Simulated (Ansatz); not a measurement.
**PBE/cc-pVDZ run of CH7NOSi (SMILES CO[SiH2]N)**

What is the vertical singlet–triplet gap of CH7NOSi at PBE/cc-pVDZ? 

The calculation is run with Ansatz 0.2.0.

123 further runs of the same task are left out: 123 set aside as unsound or not needed.

### Step 1. The molecule

The species is CH7NOSi (11 atoms), meant as a singlet with charge 0. As SMILES, `CO[SiH2]N`. Geometry: relaxed at PBE0-D4/def2-TZVP. This is one conformer, not always the lowest.

Bond lengths: C1–O2 1.407 Å, O2–Si3 1.648 Å, Si3–N4 1.701 Å, C1–H5 1.097 Å, C1–H6 1.091 Å, C1–H7 1.097 Å, Si3–H8 1.488 Å, Si3–H9 1.488 Å, N4–H10 1.007 Å, N4–H11 1.007 Å. Some angles: C1–O2–Si3 122.1°, O2–Si3–N4 112.5°, O2–C1–H5 111.7°, O2–C1–H6 108.5°, O2–C1–H7 111.7°, O2–Si3–H8 108.4°, O2–Si3–H9 108.6°, N4–Si3–H8 108.4°, N4–Si3–H9 108.2°, Si3–N4–H10 120.7°.

### Step 2. A single-point energy at PBE/cc-pVDZ

The input, input.yaml:

```yaml
crystal:
  periodic: [false, false, false]
  atoms:
    - {symbol: C, position_ang: [-0.655300, 1.711900, 0.500200]}
    - {symbol: O, position_ang: [-0.610600, 0.508700, -0.227100]}
    - {symbol: Si, position_ang: [0.533800, -0.642700, 0.054300]}
    - {symbol: "N", position_ang: [0.344700, -2.006900, -0.943700]}
    - {symbol: H, position_ang: [0.258400, 2.302900, 0.362300]}
    - {symbol: H, position_ang: [-1.501500, 2.301200, 0.142400]}
    - {symbol: H, position_ang: [-0.790700, 1.531800, 1.573800]}
    - {symbol: H, position_ang: [0.421900, -1.079900, 1.472300]}
    - {symbol: H, position_ang: [1.874600, -0.055000, -0.212100]}
    - {symbol: H, position_ang: [-0.403400, -2.661100, -0.783300]}
    - {symbol: H, position_ang: [0.593600, -1.968000, -1.918400]}
basis:
  gaussian: {orbitals: cc-pVDZ}
magnetization: {spin_polarized: false, initial_magnetization: 0}
hamiltonian: {xc: pbe}
accuracy: high
output: {orbitals: {seedname: orbitals}}
```

Command:

```console
$ ansatz run input.yaml --threads 1 --pin off --max-ram 3480MiB --events-out events.jsonl --progress --plain --runs-dir runs
```

Standard output:

```text
Warning: RAYON_NUM_THREADS=1 ignored (pool sized by the plan → 1); use --threads N
Functional definition: PBE
  name "PBE"
  parameter kappa = 0.804
  parameter beta = 0.06672455060314922
  exchange = pbe_x(kappa = kappa, mu = beta*pi^2/3)
  correlation = pbe_c(beta = beta)
2294 factors; integrals over basis functions are off by at most 6.4e-9 eV
mean field evaluation 1: about -12545.1920 eV, gradient 7.6e1 eV
mean field evaluation 2: about -12512.4260 eV, gradient 1.4e2 eV
mean field evaluation 4: about -12556.7534 eV, gradient 1.2e1 eV
mean field evaluation 8: about -12557.0102 eV, gradient 1.7e-1 eV
mean field evaluation 16: about -12557.0103 eV, gradient 5.3e-6 eV
mean field -12557.01025816 eV, -461.4616155400 hartree, gradient 3.7e-8 eV, S^2 0.000000; 0 other end points of the search recorded, 0 dependent functions left out
reference -12557.01026180 eV, -461.4616156739 hartree; 21, 21 occupied and 74, 74 virtual orbitals, 2294 factors
Total energy: -12557.01026180 eV, -461.4616156739 hartree
```

It took 6.9 s on 1 thread of Arm Neoverse V2, shared host; peak memory 0.26 GiB.

### Step 3. The triplet at the same level

The input, molecule.yaml:

```yaml
crystal:
  periodic: [false, false, false]
  atoms:
    - {symbol: C, position_ang: [-0.655300, 1.711900, 0.500200]}
    - {symbol: O, position_ang: [-0.610600, 0.508700, -0.227100]}
    - {symbol: Si, position_ang: [0.533800, -0.642700, 0.054300]}
    - {symbol: N, position_ang: [0.344700, -2.006900, -0.943700]}
    - {symbol: H, position_ang: [0.258400, 2.302900, 0.362300]}
    - {symbol: H, position_ang: [-1.501500, 2.301200, 0.142400]}
    - {symbol: H, position_ang: [-0.790700, 1.531800, 1.573800]}
    - {symbol: H, position_ang: [0.421900, -1.079900, 1.472300]}
    - {symbol: H, position_ang: [1.874600, -0.055000, -0.212100]}
    - {symbol: H, position_ang: [-0.403400, -2.661100, -0.783300]}
    - {symbol: H, position_ang: [0.593600, -1.968000, -1.918400]}
basis:
  gaussian: {orbitals: cc-pVDZ}
magnetization: {spin_polarized: true, initial_magnetization: 2}
output: {orbitals: {seedname: orbitals}}
accuracy: high
hamiltonian: {xc: {name: PBE}}
```

Command:

```console
$ ansatz run molecule.yaml --threads 1 --pin off --max-ram 3480MiB --events-out events.jsonl --progress --plain --runs-dir runs
```

Standard output:

```text
Warning: RAYON_NUM_THREADS=1 ignored (pool sized by the plan → 1); use --threads N
Functional definition: PBE
  name "PBE"
  parameter kappa = 0.804
  parameter beta = 0.06672455060314922
  exchange = pbe_x(kappa = kappa, mu = beta*pi^2/3)
  correlation = pbe_c(beta = beta)
2294 factors; integrals over basis functions are off by at most 6.4e-9 eV
mean field evaluation 1: about -12535.4695 eV, gradient 5.7e1 eV
mean field evaluation 2: about -12479.0310 eV, gradient 1.1e2 eV
mean field evaluation 4: about -12539.0593 eV, gradient 4.2e1 eV
mean field evaluation 8: about -12548.7491 eV, gradient 1.6e1 eV
mean field evaluation 16: about -12550.4959 eV, gradient 3.3e-7 eV
mean field evaluation 32: about -12547.1963 eV, gradient 1.4e1 eV
mean field evaluation 64: about -12548.2785 eV, gradient 4.4e0 eV
mean field -12550.49585437 eV, -461.2222156164 hartree, gradient 4.3e-8 eV, S^2 2.003135; 8 other end points of the search recorded, 0 dependent functions left out
reference -12550.49585849 eV, -461.2222157680 hartree; 22, 20 occupied and 73, 75 virtual orbitals, 2294 factors
Total energy: -12550.49585849 eV, -461.2222157680 hartree
```

Wall time 30 s (1 thread of Arm Neoverse V2, shared host); peak memory 0.35 GiB.

### Step 4. Summary of results

Level: PBE/cc-pVDZ.

```
                                        quantity          value
                           singlet: total energy  -461.46162 Eh
                            singlet: HOMO energy       -5.99 eV
                            singlet: LUMO energy        0.59 eV
                          singlet: HOMO–LUMO gap        6.58 eV
                           triplet: total energy  -461.22222 Eh
     triplet: HOMO energy (highest over α and β)       -0.40 eV
                                   triplet: ⟨S²⟩          2.003
vertical energy of the triplet above the singlet       6.514 eV
```

**Reading.** At this shape the triplet lies 6.51 eV (629 kJ/mol) above the singlet.
